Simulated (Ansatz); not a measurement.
**C₂H₉BSSi: up Jacob's ladder to CCSD(T)**

How much do the methods differ for C₂H₉BSSi? The plan is to run it at one geometry with functionals of several rungs and with coupled cluster. The yardstick is the atomisation energy at the CCSD(T) limit.

Program: Ansatz 0.2.0, Gaussian basis. Level of theory: functionals in def2-TZVPP, the program's frozen cores in correlated methods. These are calculated values, not measurements.

Plan: LDA (SPW92), PBE-D4, revPBE-D4, BLYP-D4, r2SCAN-D4, B97M-V, PBE0-D4, B3LYP-D4, r2SCANh-D4, r2SCAN0-D4, HSE06-D4, BHLYP-D4, CAM-B3LYP-D4, LC-ωPBE, ωB97X-V, ωB97M-V, B2PLYP, PBE-QIDH; CCSD(T)/def2-SVP; CCSD(T)/def2-TZVPP; MP2/def2-QZVPP; extrapolation to the limit; RPA on PBE.

**1. The relaxed structure**

All runs share one geometry, relaxed beforehand with PBE0-D4 in a triple-zeta def2 set.

SMILES `BCS[SiH2]C`, 14 atoms, charge 0, spin multiplicity 1.

Atoms are counted from 1 here; the program's logs count them from 0.

Bond lengths: B1–C2 1.552 Å, B1–H6 1.195 Å, B1–H7 1.198 Å, C2–S3 1.818 Å, C2–H8 1.098 Å, C2–H9 1.100 Å, S3–Si4 2.131 Å, Si4–C5 1.868 Å, Si4–H10 1.491 Å, Si4–H11 1.486 Å, C5–H12 1.092 Å, C5–H13 1.092 Å, C5–H14 1.094 Å. Angles: C2–B1–H6 122.6°, C2–B1–H7 117.7°, H6–B1–H7 119.6°, B1–C2–S3 114.9°, B1–C2–H8 109.0°, B1–C2–H9 106.0°, S3–C2–H8 110.7°, S3–C2–H9 110.8°, H8–C2–H9 104.8°, C2–S3–Si4 100.1°, S3–Si4–C5 113.1°, S3–Si4–H10 109.1°, S3–Si4–H11 105.1°, C5–Si4–H10 109.1°, C5–Si4–H11 110.9°, H10–Si4–H11 109.4°, Si4–C5–H12 111.3°, Si4–C5–H13 110.7° and more.

**2. LDA**

This LDA is Slater exchange with PW92 correlation.

Contents of in.yaml:

```yaml
crystal:
  periodic: [false, false, false]
  atoms:
    - {symbol: B, position_ang: [-0.561114, 2.268172, 1.800342]}
    - {symbol: C, position_ang: [-0.486291, 1.130028, 0.747248]}
    - {symbol: S, position_ang: [-0.074625, -0.508567, 1.418280]}
    - {symbol: Si, position_ang: [-0.194288, -1.679515, -0.358155]}
    - {symbol: C, position_ang: [1.105721, -1.229157, -1.621728]}
    - {symbol: H, position_ang: [-0.279565, 2.102379, 2.949504]}
    - {symbol: H, position_ang: [-0.897440, 3.354292, 1.423923]}
    - {symbol: H, position_ang: [-1.432075, 1.095557, 0.190875]}
    - {symbol: H, position_ang: [0.264010, 1.448505, 0.008316]}
    - {symbol: H, position_ang: [-1.545279, -1.508513, -0.965099]}
    - {symbol: H, position_ang: [-0.029611, -3.085419, 0.094338]}
    - {symbol: H, position_ang: [0.998121, -0.192351, -1.948700]}
    - {symbol: H, position_ang: [2.107384, -1.356312, -1.206268]}
    - {symbol: H, position_ang: [1.012054, -1.868298, -2.504077]}
basis:
  gaussian: {orbitals: def2-TZVPP}
hamiltonian: {xc: lda}
output: {orbitals: {seedname: orbitals}}
```

On the command line:

```
ansatz run in.yaml --threads 4 --pin off --events-out ev --progress --plain --max-ram 10444MiB
```

After this run come: PBE-D4 (GGA); revPBE-D4 (GGA); BLYP-D4 (GGA); r2SCAN-D4 (meta-GGA); B97M-V (meta-GGA); PBE0-D4 (hybrid); B3LYP-D4 (hybrid); r2SCANh-D4 (hybrid); r2SCAN0-D4 (hybrid); HSE06-D4 (hybrid); BHLYP-D4 (hybrid); CAM-B3LYP-D4 (range-separated); LC-ωPBE (range-separated); ωB97X-V (range-separated); ωB97M-V (range-separated); B2PLYP (double hybrid); PBE-QIDH (double hybrid); CCSD(T) in def2-SVP; CCSD(T) in def2-TZVPP; MP2 in def2-QZVPP; RPA on PBE orbitals.

**Question.** What will the summary of the whole plan be? Wanted: atomisation energy, CCSD(T)/CBS; farthest beyond LDA; mean size of error, GGA; mean size of error, meta-GGA; mean size of error, hybrid; mean size of error, range-separated; mean size of error, double hybrid; gap, smallest and largest; T1 diagnostic.

As calculated:

| quantity | value |
| --- | --- |
| atomisation energy, CCSD(T)/CBS | 50.843 eV |
| functionals within 0.254 eV (0.5 %) | PBE0-D4, B3LYP-D4, r2SCANh-D4, r2SCAN0-D4, HSE06-D4, LC-ωPBE, PBE-QIDH |
| farthest beyond LDA | BHLYP-D4 (-0.671 eV) |
| mean size of error, GGA | 0.410 eV |
| mean size of error, meta-GGA | 0.351 eV |
| mean size of error, hybrid | 0.238 eV |
| mean size of error, range-separated | 0.289 eV |
| mean size of error, double hybrid | 0.300 eV |
| gap, smallest and largest | 2.80 eV (LDA (SPW92)), 10.27 eV (LC-ωPBE) |
| T1 diagnostic | 0.0106 |
| triples share of the correlation energy | 3.9 % |

What this shows: The LDA atomisation energy is off by 6.240 eV (12 %): it overbinds. PBE-D4 misses by +0.529 eV. Double hybrids carry the basis error of their MP2 part in triple zeta, and no dispersion term here, so their miss is partly the set-up's. By mean error the best rung here is hybrid (0.238 eV) and the worst beyond LDA is GGA (0.410 eV). meta-GGA functionals lie within the reference's doubt of that worst mean (0.351 eV), so those two tie. The gap between the best rungs is small, so their order is not settled. The reference freezes the cores and leaves out relativity and excitations past (T), so misses under about 0.254 eV can't be ranked. Hartree-Fock recovers 77 % of the binding; the rest is correlation. CCSD(T) in def2-SVP is off by -2.715 eV, more than most functionals: a good method in a small basis is no reference. Orbital gaps span 2.8 to 10.3 eV; exact exchange widens them.
